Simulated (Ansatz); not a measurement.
This script makes the interaction energy of a dimer with the counterpoise correction of H4OSSi, SMILES O[SiH2]S with the Python package of Ansatz (0.2.0).

`h4ossi_dimer.py`
```python
'''Interaction energy of two H4OSSi molecules, with the counterpoise correction.'''

import ansatz

FIRST = [
    ('O', (-1.3775, -0.4175, 0.1607)),
    ('Si', (-0.0654, 0.5596, 0.208)),
    ('S', (1.419, -0.5378, -0.8238)),
    ('H', (-1.5716, -0.7068, -0.7339)),
    ('H', (-0.314, 1.8264, -0.5206)),
    ('H', (0.3426, 0.7991, 1.6131)),
    ('H', (1.5672, -1.5232, 0.0963)),
]
SECOND = [
    ('O', (4.4557, -1.0399, -1.233)),
    ('Si', (3.8304, -2.5331, -0.9926)),
    ('S', (3.6667, -2.6794, 1.1108)),
    ('H', (3.9503, -0.3659, -0.7727)),
    ('H', (2.4765, -2.6489, -1.585)),
    ('H', (4.7558, -3.5651, -1.5186)),
    ('H', (4.9958, -2.7073, 1.3796)),
]

def energy(atoms, ghosts=()):
    molecule = ansatz.Crystal.molecule()
    for symbol, xyz in atoms:
        molecule = molecule.atom(symbol, xyz)
    calc = (
        molecule.calculation()
        .basis(gaussian='cc-pVDZ')  # atom-centred Gaussian functions
        .functional('r2scan')  # exchange and correlation
    )
    deck = calc.input()
    if ghosts:
        deck = deck.set(ansatz.key.basis.gaussian.ghost_atoms, [{'symbol': s, 'position_ang': list(xyz)} for s, xyz in ghosts])
    return ansatz.Session.from_dict(deck).plan().execute().report['free_energy_ev']

# monomers in their own basis and in the basis of the dimer
both = energy(FIRST + SECOND)
alone = energy(FIRST) + energy(SECOND)
ghosted = energy(FIRST, SECOND) + energy(SECOND, FIRST)
print(f'dimer {both:.6f} eV')
print(f'interaction, uncorrected   {(both - alone):8.3f} eV')
print(f'interaction, counterpoise  {(both - ghosted):8.3f} eV')
print(f'basis-set superposition    {(alone - ghosted):8.3f} eV')
```

How large is the interaction at this pose, and how much of it is basis-set superposition?

Uncorrected it is 0.161 eV, with the counterpoise correction 0.222 eV; the difference, 0.06 eV, is the superposition error. In this basis both values are repulsive.

The output:

Running `python h4ossi_dimer.py` prints:
```text
dimer -41648.405132 eV
interaction, uncorrected      0.161 eV
interaction, counterpoise     0.222 eV
basis-set superposition       0.061 eV
```

What to keep in mind:
- Total energies depend on the basis set; only differences at equal settings carry meaning.
- The dimer is a generated trial pose of unrelaxed monomers, not a minimum, so the figure is no binding energy, and the basis set is small.
- This level lacks the dispersion part of the attraction (electrostatics and induction are there), which can decide the sign where the interaction is weak.
- Run time: 12 s on 1 thread of AMD EPYC 9R45 96-Core Processor (Zen 5) (shared host), peak memory 0.31 GiB.

(Lines on the test bed's own set-up are left out of the output.)
